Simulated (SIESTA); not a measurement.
A run of SIESTA 5.4.2:

File Sc.fdf:

```
SystemName                      Sc
SystemLabel                     Sc
NumberOfSpecies                 1
NumberOfAtoms                   2
%block ChemicalSpeciesLabel
  1  21 Sc
%endblock ChemicalSpeciesLabel

LatticeConstant                 1.0 Ang
%block LatticeVectors
     3.3090000000     0.0000000000     0.0000000000
    -1.6545000000     2.8656780611     0.0000000000
     0.0000000000     0.0000000000     5.2733000000
%endblock LatticeVectors
AtomicCoordinatesFormat         Fractional
%block AtomicCoordinatesAndAtomicSpecies
     0.6666666667     0.3333333333     0.7500000000  1  Sc
     0.3333333333     0.6666666667     0.2500000000  1  Sc
%endblock AtomicCoordinatesAndAtomicSpecies

%block kgrid.MonkhorstPack
    9   0   0  0.0
    0   9   0  0.0
    0   0   5  0.0
%endblock kgrid.MonkhorstPack
XC.Functional                   GGA
XC.Authors                      PBEsol
PAO.BasisSize                   DZP
PAO.EnergyShift                 0.003 Ry
Mesh.Cutoff                     800 Ry
OccupationFunction              FD
ElectronicTemperature           0.05 eV
MaxSCFIterations                120
SCF.MustConverge                false
SCF.Mixer.Method                Pulay
SCF.Mixer.Weight                0.25
SCF.Mixer.History               8
SCF.DM.Tolerance                5.0e-05
SCF.H.Tolerance                 1.0e-03 eV
WriteForces                     true
Charge.Mulliken                 end
Charge.Hirshfeld                end
Charge.Voronoi                  end
SaveRho                         true
SaveElectrostaticPotential      true
%block PAO.Basis
  Sc 5
  n=3 0 2
    3.333 0.000
  n=4 0 2
    9.113 0.000
  n=3 1 2
    3.797 0.000
  n=4 1 1
    9.113
  n=3 2 2
    6.982 0.000
%endblock PAO.Basis
```

Potentials or basis: PseudoDojo 0.4 standard (PBEsol files), DZP (energy shift 0.003 Ry; two zetas on semicore shells).

Run with:

```console
$ siesta Sc.fdf > Sc.out 2>&1
```

Hardware: 1 thread of Arm Neoverse V1, with other jobs on the host.

**Question.** How long does it take, and how much memory?

**Answer.** It took 56 s on 1 thread of Arm Neoverse V1, on a shared host, peak memory 0.34 GiB. Counts: scf iterations 7, k points 203, bands 46.
